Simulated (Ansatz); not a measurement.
# AlGeH₅ (singlet): the correlation ladder at distance Ge1–Al2 = 2.286 Å, cc-pVDZ

One table from this session's results is given with a row withheld; the runs are named, their logs left out.

Program: Ansatz 0.2.0, Gaussian basis. Level of theory: cc-pVDZ, core rule «outside noble gas», up to 19 orbitals frozen. These are calculated values, not measurements.

Plan: UHF; CCSD(T) on RHF; BCCD(T) on RHF; CISD; CCSDT(Q) on RHF; CASSCF and NEVPT2, 2 electrons in 2 orbitals; CASSCF and NEVPT2, 8 electrons in 8 orbitals.

19 further runs of the same task are left out: 2 for a mislabelled method, 11 that didn't finish, 6 set aside as unsound or not needed.

### The system

The geometry derives from a PBE0/def2-TZVP stationary point (not a proven minimum). One bond is set to the value named and the two fragments are kept rigid. No spin-orbit coupling is included. The filled d shell of Ge may be among the frozen orbitals whatever the setting's name suggests; the logs give the count.

7 atoms, charge 0, spin multiplicity 1.

Atoms are counted from 1 here; the program's logs count them from 0.

Bond lengths: Ge1–Al2 2.286 Å, Ge1–H3 1.541 Å, Ge1–H4 1.543 Å, Ge1–H5 1.543 Å, Al2–H6 1.588 Å, Al2–H7 1.588 Å. Angles: Al2–Ge1–H3 113.9°, Al2–Ge1–H4 111.3°, Al2–Ge1–H5 111.3°, H3–Ge1–H4 106.9°, H3–Ge1–H5 106.9°, H4–Ge1–H5 106.0°, Ge1–Al2–H6 121.3°, Ge1–Al2–H7 119.4°, H6–Al2–H7 119.3°.

Coordinates:

| atom | x (Å) | y (Å) | z (Å) |
| --- | --- | --- | --- |
| Ge1 | 0.00000 | 0.00090 | 0.63199 |
| Al2 | 0.00000 | 0.00102 | -1.65401 |
| H3 | 0.00000 | 1.40903 | 1.25692 |
| H4 | 1.23274 | -0.73875 | 1.19306 |
| H5 | -1.23274 | -0.73875 | 1.19306 |
| H6 | 0.00000 | 1.35817 | -2.47804 |
| H7 | 0.00000 | -1.38192 | -2.43477 |

Set-up of the first run:

The input, in.yaml:

```yaml
crystal:
  periodic: [false, false, false]
  atoms:
    - {symbol: Ge, position_ang: [0.000000, 0.000902, 0.631988]}
    - {symbol: Al, position_ang: [0.000000, 0.001018, -1.654012]}
    - {symbol: H, position_ang: [0.000000, 1.409028, 1.256922]}
    - {symbol: H, position_ang: [1.232737, -0.738748, 1.193059]}
    - {symbol: H, position_ang: [-1.232737, -0.738748, 1.193059]}
    - {symbol: H, position_ang: [0.000000, 1.358168, -2.478041]}
    - {symbol: H, position_ang: [0.000000, -1.381921, -2.434770]}
basis:
  gaussian: {orbitals: cc-pVDZ}
magnetization: {spin_polarized: true, initial_magnetization: 0}
hamiltonian: {xc: hf}
output: {orbitals: {seedname: orbitals}}
```

Launch:

```bash
$ ansatz run in.yaml --threads 1 --pin off --events-out ev --progress --plain --max-ram 2393MiB
```

Steps of the session up to this table: UHF; CCSD(T) on RHF; BCCD(T) on RHF; CISD; CCSDT(Q) on RHF; CASSCF and NEVPT2, 2 electrons in 2 orbitals; CASSCF and NEVPT2, 8 electrons in 8 orbitals.

One table of the session follows, with a row left open; its other results are not shown here.

| method | from RCCSDT(Q) (kJ/mol) |
| --- | --- |
| RHF | +578.6 |
| RMP2 | +131.3 |
| CISD | +62.6 |
| RCCSD | ? |
| RCCSD(T) | +3.0 |
| BCCD(T) | +2.9 |
| RCCSDT | +0.4 |
| RCCSDT(Q) | 0 |
| CASSCF pair | +541.1 |
| NEVPT2 pair | +131.6 |

Estimate the missing values for RCCSD.

**Answer.** from RCCSDT(Q) (kJ/mol): +14.6. In the column «from RCCSDT(Q) (kJ/mol)» it lies between RCCSD(T) (+3.0) and CISD (+62.6).

Left out of the table: CASSCF frontier, NEVPT2 frontier (the active space lost an orbital or holds another state than full CI finds).

Caveats from the session: Warnings in the runs' records: passed over end.
